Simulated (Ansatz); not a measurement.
# ZrH (quartet): the correlation ladder at distance Zr1–H2 = 2.993 Å, def2-TZVP

The task here is to estimate one member of a computed series from the others.

Method: def2-TZVP, core rule «outside noble gas», up to 4 orbitals frozen; program: Ansatz 0.2.0, Gaussian basis.

The runs, in order: UHF; CCSD(T) on ROHF; CCSD(T) on UHF; CISD as a restricted active space (open shells left free, so some higher excitations enter); CCSDT(Q) on ROHF; CCSDT(Q) on UHF; CASSCF and MRCISD+Q, 5 electrons in 5 orbitals; CASSCF and NEVPT2, 5 electrons in 5 orbitals; Full CI.

38 further runs of the same task are left out: 21 for a known fault of the program, 9 that didn't finish, 8 set aside as unsound or not needed. Runs told in other sessions of the task aren't counted.

## The system

The geometry derives from a PBE0/def2-TZVP stationary point (not a proven minimum). One bond is set to the value named and the two fragments are kept rigid. No spin-orbit coupling is included. Elements past krypton take def2 core potentials.

2 atoms, charge 0, spin multiplicity 4.

Atoms are counted from 1 here; the program's logs count them from 0.

No contacts short enough for the rule that draws bonds.

Geometry (Å):

```xyz
2
charge 0, multiplicity 4
Zr    0.0000    0.0000    0.0000
H     0.0000    0.0000    2.9930
```

The first run:

Input file in.yaml:

```yaml
crystal:
  periodic: [false, false, false]
  atoms:
    - {symbol: Zr, position_ang: [0.000000, 0.000000, 0.000000]}
    - {symbol: H, position_ang: [0.000000, 0.000000, 2.993000]}
basis:
  gaussian: {orbitals: def2-TZVP}
magnetization: {spin_polarized: true, initial_magnetization: 3}
hamiltonian: {xc: hf}
output: {orbitals: {seedname: orbitals}}
```

Command:

```sh
$ ansatz run in.yaml --threads 1 --pin off --events-out ev --progress --plain --max-ram 2393MiB
```

Steps of the session up to this table: UHF; CCSD(T) on ROHF; CCSD(T) on UHF; CISD as a restricted active space (open shells left free, so some higher excitations enter); CCSDT(Q) on ROHF; CCSDT(Q) on UHF; CASSCF and MRCISD+Q, 5 electrons in 5 orbitals; CASSCF and NEVPT2, 5 electrons in 5 orbitals; Full CI.

One of the session's tables, all rows but one given; the rest of the session is left out.

It belongs to the step «Misses and costs». 

| method | from FCI (kJ/mol) |
| --- | --- |
| ROHF | +162.3 |
| UHF | +143.2 |
| RMP2 | +63.6 |
| UMP2 | +55.3 |
| CISD | +13.4 |
| RCCSD | +10.8 |
| UCCSD | 0.0 |
| RCCSD(T) | +3.5 |
| UCCSD(T) | ? |
| RCCSDT | -1.0 |
| UCCSDT | -9.1 |
| RCCSDT(Q) | -1.4 |
| UCCSDT(Q) | -9.4 |
| CASSCF pair | +90.5 |
| NEVPT2 pair | +39.3 |
| MRCISD pair | +7.9 |
| MRCISD+Q pair | +3.7 |
| FCI | 0 |

Estimate the missing values for UCCSD(T).

The run gave: from FCI (kJ/mol): -5.3. In the column «from FCI (kJ/mol)» it lies between UCCSDT (-9.1) and RCCSDT(Q) (-1.4).

Caveats from the session: UCCSD(T), RCCSDT, UCCSDT, RCCSDT(Q), UCCSDT(Q) fall below full CI: unrestricted runs freeze a spin-polarised core, another one than full CI's, and coupled cluster isn't variational. Levels on UHF freeze UHF's core orbitals, full CI those of ROHF, so the U rows can settle a little off it for that reason alone. Restricted and unrestricted rows rest on different reference determinants; a gap between their highest levels can come from leftover correlation error, from unlike frozen cores or from another state.
